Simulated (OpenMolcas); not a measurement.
# Mo²⁺ among point charges: CASSCF and CASPT2 levels and susceptibility

How does a field of 6 point charges split the states of Mo²⁺, and what χT follows?

Program: OpenMolcas 26.06. Level of theory: state-averaged CASSCF and CASPT2, spin-orbit coupling by RASSI with atomic mean-field integrals. These are calculated values, not measurements, unless marked.

### 1 Starting point

| Item | Value |
| --- | --- |
| Species | Mo²⁺ (molybdenum, Z = 42, 40 electrons) |
| Basis | ANO-RCC-VDZP [6s5p3d1f], 43 functions |
| Scalar Hamiltonian | DKH2, point nucleus |
| Inactive shells | 1s 2s 2p 3s 3p 3d 4s 4p |
| Active space | 4 electrons in 5 orbitals (4d) |
| Some configurations of this space | 4d4 |
| Orbitals | optimised for each spin and parity, averaged over all roots |

Outer shells as boxes (Hund's rule):

4d4
```
4d [↑ ][↑ ][↑ ][↑ ][  ]
```

The ion sits among 6 point charges of -1.7 e arranged as an octahedron (Oh), 2.27 Å from the ion.

The work runs as a chain of OpenMolcas steps in one folder; each step below is one input file. Labels, J, g values, rates, χT and fits are worked out afterwards by a script from the matrices that RASSI stores. The input lists half of the charges; inversion (Group=XYZ) makes the rest.

### 2 One- and two-electron integrals

The input, a.inp:

```
&GATEWAY
Coord
1

Mo 0.0 0.0 0.0
Basis=ANO-RCC-VDZP
Group=XYZ
NoMove
AngMom=0.0 0.0 0.0
AMFI
XField
3 Angstrom 0
2.270000 0.000000 0.000000 -1.700000
0.000000 2.270000 0.000000 -1.700000
0.000000 0.000000 2.270000 -1.700000
&SEWARD
```

Log:

```text
Basis set label: MO.ANO-RCC...6S5P3D1F.

      Electronic valence basis set:
      ------------------
      Associated Effective Charge  42.000000 au
      Associated Actual Charge     42.000000 au
      Nuclear Model: Point charge

      Shell  nPrim  nBasis  Cartesian Spherical Contaminant
         s      21       6        X
         p      18       5        X
         d      13       3                 X
         f       6       1                 X
                  Relativistic Douglas-Kroll-Hess integrals:
                    - DKH order of Hamiltonian: 2
                    - DKH order of Properties : 0
                  Atomic mean-field integrals
```

### 3 CASSCF: quintets of even parity, 5 roots

The input, a.inp:

```
&RASSCF
FileOrb=start.orb
Symmetry=1
Spin=5
nActEl=4 0 0
Inactive=9 9
Ras2=5 0
CIRoot=5 5 1
SDav=5
CIMx=300
Iter=120 100
PrWF=0.3
OrbListing=Nothing
MaxOrb=0
>>> COPY $Project.JobIph JOB001
```

start.orb holds the contracted functions of the basis, ordered by shell, or the orbitals of the step before.

Log (excerpt; [...] marks lines left out):

```text
[...]
      Number of active orbitals                  5
[...]
      Spin quantum number                      2.0
[...]
      Active orbitals                            5   0
[...]
      Number of CSFs                             5
      Number of root(s) required                 5
[...]
      Convergence after 10 iterations
[...]
      Natural orbitals and occupation numbers for root  1
      sym 1:   1.000000   1.000000   1.000000   0.000000   1.000000
      Natural orbitals and occupation numbers for root  2
      sym 1:   1.000000   1.000000  -0.000000   1.000000   1.000000
      Natural orbitals and occupation numbers for root  3
      sym 1:   0.000000   1.000000   1.000000   1.000000   1.000000
::    RASSCF root number  1 Total energy:  -4049.70282374
::    RASSCF root number  2 Total energy:  -4049.70282374
::    RASSCF root number  3 Total energy:  -4049.65955336
::    RASSCF root number  4 Total energy:  -4049.65955336
::    RASSCF root number  5 Total energy:  -4049.65955336
```

### 4 CASSCF: triplets of even parity, 45 roots

The input, a.inp:

```
&RASSCF
FileOrb=start.orb
Symmetry=1
Spin=3
nActEl=4 0 0
Inactive=9 9
Ras2=5 0
CIRoot=45 45 1
SDav=45
CIMx=300
Iter=120 100
PrWF=0.3
OrbListing=Nothing
MaxOrb=0
>>> COPY $Project.JobIph JOB002
```

Log (excerpt; [...] marks lines left out):

```text
[...]
      Number of active orbitals                  5
[...]
      Spin quantum number                      1.0
[...]
      Active orbitals                            5   0
[...]
      Number of CSFs                            45
      Number of root(s) required                45
[...]
      Convergence after  7 iterations
[...]
      Natural orbitals and occupation numbers for root  1
      sym 1:   0.059781   1.918205   0.022019   0.999979   1.000016
      Natural orbitals and occupation numbers for root  2
      sym 1:   0.021990   1.000169   0.059630   1.918410   0.999801
      Natural orbitals and occupation numbers for root  3
      sym 1:   0.021993   1.918391   0.059644   0.999793   1.000180
::    RASSCF root number  1 Total energy:  -4049.66970797
::    RASSCF root number  2 Total energy:  -4049.66970797
::    RASSCF root number  3 Total energy:  -4049.66970797
[...]
::    RASSCF root number 27 Total energy:  -4049.57062540
::    RASSCF root number 28 Total energy:  -4049.57062540
::    RASSCF root number 29 Total energy:  -4049.57062540
::    RASSCF root number 30 Total energy:  -4049.56436189
```

### 5 CASSCF: singlets of even parity, 50 roots

The input, a.inp:

```
&RASSCF
FileOrb=start.orb
Symmetry=1
Spin=1
nActEl=4 0 0
Inactive=9 9
Ras2=5 0
CIRoot=50 50 1
SDav=50
CIMx=300
Iter=120 100
PrWF=0.3
OrbListing=Nothing
MaxOrb=0
>>> COPY $Project.JobIph JOB003
```

Log (excerpt; [...] marks lines left out):

```text
[...]
      Number of active orbitals                  5
[...]
      Spin quantum number                      0.0
[...]
      Active orbitals                            5   0
[...]
      Number of CSFs                            50
      Number of root(s) required                50
[...]
      Convergence after  7 iterations
[...]
      Natural orbitals and occupation numbers for root  1
      sym 1:   0.045284   0.998021   0.097508   0.998055   1.861133
      Natural orbitals and occupation numbers for root  2
      sym 1:   0.097474   1.861197   0.045251   0.998474   0.997604
      Natural orbitals and occupation numbers for root  3
      sym 1:   0.045259   0.997973   0.097482   1.861181   0.998105
::    RASSCF root number  1 Total energy:  -4049.63510276
::    RASSCF root number  2 Total energy:  -4049.63510276
::    RASSCF root number  3 Total energy:  -4049.63510276
[...]
::    RASSCF root number 27 Total energy:  -4049.53864158
::    RASSCF root number 28 Total energy:  -4049.52981476
::    RASSCF root number 29 Total energy:  -4049.51776651
::    RASSCF root number 30 Total energy:  -4049.51776651
```

### 6 State interaction with spin-orbit coupling

The input, a.inp:

```
&RASSI
NrOfJobIphs=3 5 45 50
1 2 3 4 5
1 2 3 4 5 6 7 8 9 10 11 12 13 14 15 16 17 18 19 20 21 22 23 24 25 26 27
28 29 30 31 32 33 34 35 36 37 38 39 40 41 42 43 44 45
1 2 3 4 5 6 7 8 9 10 11 12 13 14 15 16 17 18 19 20 21 22 23 24 25 26 27
28 29 30 31 32 33 34 35 36 37 38 39 40 41 42 43 44 45 46 47 48 49 50
IphNames
JOB001
JOB002
JOB003
EJob
SpinOrbit
DIPRint=1.0
SOCoupling=1000.0
Subsets=2
Property=9
'ANGMOM' 1 'ANGMOM' 2 'ANGMOM' 3 'MLTPL  1' 1 'MLTPL  1' 2 'MLTPL  1' 3
'AMFI' 1 'AMFI' 2 'AMFI' 3
SOProperty=3
'ANGMOM' 1 'ANGMOM' 2 'ANGMOM' 3
```

Log (excerpt; [...] marks lines left out):

```text
SPIN-FREE ENERGIES:
  (Shifted by EMIN (a.u.) =      -4049.7028237426)
 SF State       Relative EMIN(au)   Rel lowest level(eV)    D:o, cm**(-1)      L_eff
     1             0.0000000000        0.0000000000              0.0000         2.0
     2             0.0000000000        0.0000000000              0.0000         2.0
     6             0.0331157744        0.9011261281           7268.0724         4.0
     7             0.0331157744        0.9011261281           7268.0724         4.0
     8             0.0331157744        0.9011261281           7268.0724         4.0
     3             0.0432703837        1.1774471245           9496.7515         2.0
     4             0.0432703837        1.1774471245           9496.7515         2.0
     5             0.0432703837        1.1774471245           9496.7515         2.0
    51             0.0677209812        1.8427817764          14863.0374         4.8
    52             0.0677209812        1.8427817764          14863.0374         4.8
[...]
Eigenvalues of complex Hamiltonian:
   -----------------------------------
  (Shifted by EMIN (a.u.) =      -4049.7028237426)
 SO State       Relative EMIN(au)   Rel lowest level(eV)    D:o, cm**(-1)     J-value
     1            -0.0013378070        0.0000000000              0.0000         2.1
     2            -0.0009919761        0.0094105375             75.9011         2.5
     3            -0.0009919761        0.0094105375             75.9011         2.5
     4            -0.0009919761        0.0094105375             75.9011         1.5
     5            -0.0006671630        0.0182491529            147.1893         2.3
     6            -0.0006671630        0.0182491529            147.1893         2.2
     7            -0.0004407818        0.0244092997            196.8743         2.3
     8            -0.0004407818        0.0244092997            196.8743         2.3
     9            -0.0004407818        0.0244092997            196.8743         2.3
    10            -0.0002103187        0.0306805192            247.4551         2.4
    11             0.0304440593        0.8648286399           6975.3134         3.4
[...]
```

Time for these steps: 24 s (1 thread, shared host).

Spin-free states, with their symmetry labels:

```csv
state,degeneracy,E (cm-1),free-ion L (%)
5E,2,0,D (100)
3T1,3,7268,H (45)
5T2,3,9497,D (100)
1T2,3,14863,G (52)
3E,2,15076,H (90)
3T1,3,15377,H (45)
1E,2,15747,I (70)
3T2,3,16004,F (53)
3A2,1,17644,F (100)
3A1,1,17684,G (100)
1A1,1,20112,G (41)
3E,2,20681,G (59)
1A2,1,22493,I (95)
1T2,3,22546,I (62)
3T1,3,23213,H (51)
1T1,3,24014,G (46)
3T2,3,24826,H (44)
3T1,3,26011,F (39)
1E,2,26700,D (56)
3E,2,28987,D (60)
3T2,3,29014,D (46)
3T2,3,30389,G (50)
1T2,3,31838,I (88)
3T1,3,32653,P (45)
```

With spin-orbit coupling:

```csv
E (cm-1),Degeneracy,Label,2S+1
0.0,1,A1,5
75.9,3,T1,5
147.2,2,E,5
196.9,3,T2,5
247.5,1,A2,5
6975,1,A1,3
7315,3,T1,3
7677,3,T2,3
7737,2,E,3
9355,1,A1,5
9364,3,T1,5
9373,3,T2,5
9817,2,E,5
9819,3,T1,5
10101,3,T2,5
14376,3,T2,1
15035,1,A1,3
15132,2,E,1
15254,3,T1,3
15351,3,T1,3
15479,3,T2,3
16083,2,E,3
16198,3,T1,3
16245,3,T2,3
```

The table of states holds 24 of 43 computed; the rest, higher up, is left out.

Powder χT (cm³ K/mol): 0.09 at 2 K, 0.23 at 5 K, 0.46 at 10 K, 0.92 at 20 K, 1.88 at 50 K, 2.41 at 100 K, 2.58 at 150 K, 2.65 at 200 K, 2.69 at 250 K, 2.72 at 300 K.

### 7 CASPT2: IPEA 0.25, imaginary shift 0.1 (closed shells correlated: 4s 4p)

The input, a.inp:

```
>>> COPY JOB001 $Project.JobIph
&CASPT2
Multistate=5 1 2 3 4 5
NoMult
Frozen=8 6
IPEA=0.25
Imaginary=0.1
MaxIter=60
WThr=0.0 0.3 0.05
PrWF=0.5
NoMix
>>> COPY JOB002 $Project.JobIph
&CASPT2
Multistate=45 1 2 3 4 5 6 7 8 9 10 11 12 13 14 15 16 17 18 19 20 21 22
23 24 25 26 27 28 29 30 31 32 33 34 35 36 37 38 39 40 41 42 43 44 45
NoMult
Frozen=8 6
IPEA=0.25
Imaginary=0.1
MaxIter=60
WThr=0.0 0.3 0.05
PrWF=0.5
NoMix
>>> COPY JOB003 $Project.JobIph
&CASPT2
Multistate=50 1 2 3 4 5 6 7 8 9 10 11 12 13 14 15 16 17 18 19 20 21 22
23 24 25 26 27 28 29 30 31 32 33 34 35 36 37 38 39 40 41 42 43 44 45 46
47 48 49 50
NoMult
Frozen=8 6
IPEA=0.25
Imaginary=0.1
MaxIter=60
WThr=0.0 0.3 0.05
PrWF=0.5
NoMix
```

Log (excerpt; [...] marks lines left out):

```text
[...]
      Active orbitals                            5   0
[...]
      E2 (Variational):          -0.2397492398
      Total energy:           -4049.9425729824
[...]
::    CASPT2 Root  1     Total energy:  -4049.94257298
::    CASPT2 Root  2     Total energy:  -4049.94253523
[...]
::    CASPT2 Root 27     Total energy:  -4049.80031936
::    CASPT2 Root 28     Total energy:  -4049.79053231
::    CASPT2 Root 29     Total energy:  -4049.77706335
::    CASPT2 Root 30     Total energy:  -4049.77668545
```

This run: 5.6 s of run time, 1 thread, shared host.

SS-CASPT2: lowest energy less the reference's lowest, -0.2397 hartree; reference weights 0.917 to 0.945.

States without spin-orbit coupling:

```csv
state,degeneracy,E (cm-1),free-ion L (%)
5E,2,0,D (100)
3T1,3,5912,H (45)
5T2,3,10013,D (100)
1T2,3,12584,G (52)
3T1,3,13146,H (45)
1E,2,13491,I (70)
3T2,3,13788,F (53)
3E,2,13880,H (90)
3A2,1,15289,F (100)
3A1,1,15521,G (100)
1A1,1,16565,G (41)
3E,2,18081,G (59)
1T2,3,20213,I (62)
1A2,1,20700,I (95)
1T1,3,21284,G (46)
3T1,3,21627,H (51)
1E,2,22171,D (56)
3T2,3,23307,H (44)
3T1,3,25124,F (39)
3T2,3,25669,D (46)
3E,2,26458,D (60)
3T2,3,28280,G (50)
3T1,3,30512,P (45)
1T2,3,30681,I (88)
```

With spin-orbit coupling:

```csv
E (cm-1),Degeneracy,Label,2S+1
0,1,A1,5
90,3,T1,5
170,2,E,5
230,3,T2,5
280,1,A2,5
5660,1,A1,3
6010,3,T1,3
6350,3,T2,3
6420,2,E,3
9790,1,A1,5
9840,3,T1,5
9880,3,T2,5
10250,2,E,5
10280,3,T1,5
10530,3,T2,5
12310,3,T2,1
12960,1,A1,3
13010,2,E,1
13230,3,T1,3
13900,2,E,3
14000,3,T1,3
14050,3,T2,3
14160,3,T2,3
14180,3,T1,3
```

Powder χT (cm³ K/mol): 0.08 at 2 K, 0.20 at 5 K, 0.39 at 10 K, 0.79 at 20 K, 1.71 at 50 K, 2.33 at 100 K, 2.53 at 150 K, 2.62 at 200 K, 2.68 at 250 K, 2.71 at 300 K.

A ligand-field fit to the states below 45000 cm-1 gives 10Dq = 10457 cm-1, B = 539 cm-1 and C = 2682 cm-1 (C/B = 4.98), with a deviation of 542 cm-1.

### 8 The methods side by side

A. CASSCF
B. SS-CASPT2, IPEA 0.25, imaginary shift 0.1 (closed shells correlated: 4s 4p)

```csv
method,ground state,first state of that spin (cm-1),first gap with spin-orbit (cm-1),χT at 300 K
A,5E,5T2 9497,75.9,2.72
B,5E,5T2 10010,89.8,2.71
```

### 9 Results

| quantity | value |
| --- | --- |
| method | SS-CASPT2, IPEA 0.25, imaginary shift 0.1 (closed shells correlated: 4s 4p) |
| spin-free ground state | 5E, 2-fold in its orbital part |
| first state of the same spin within the active space | 5T2 at 10000 cm⁻¹ |
| lowest level | 1-fold A1 |
| next level | 89.8 cm⁻¹ |
| χT at 300 K | 2.71 cm³ K/mol |
| effective moment at 300 K | 4.65 μB |

Cost by method:

```csv
method,time of its own steps,time with the reference
A. CASSCF,24 s,24 s
"B. SS-CASPT2, IPEA 0.25, imaginary shift 0.1, +4s 4p",5.6 s,30 s
```

Times are of one thread on a shared host.

The spin-free ground state (5E) comes to 100 % from free-ion D terms and keeps the highest spin of the shell. χT at 300 K is 2.71, against 3.01 cm³ K/mol for the spin alone, so spin-orbit coupling lowers it. An active space of the d shell alone favours high spin; real ions in strong fields can be low spin. A ligand-field fit to the states below 45000 cm-1 gives 10Dq = 10457 cm-1, B = 539 cm-1 and C = 2682 cm-1 (C/B = 4.98), with a deviation of 542 cm-1. CASPT2 does not keep the components of a term degenerate, and the means are used. An orbital doublet at a regular site is open to a Jahn-Teller distortion, which this geometry leaves out. The field of point charges can differ much from that of real complexes. With metal d orbitals alone active, the gaps between spin states are rough; where two lie within a few thousand cm-1, their order is open. Point charges carry no covalency, so the field is a model and not that of real ligands.
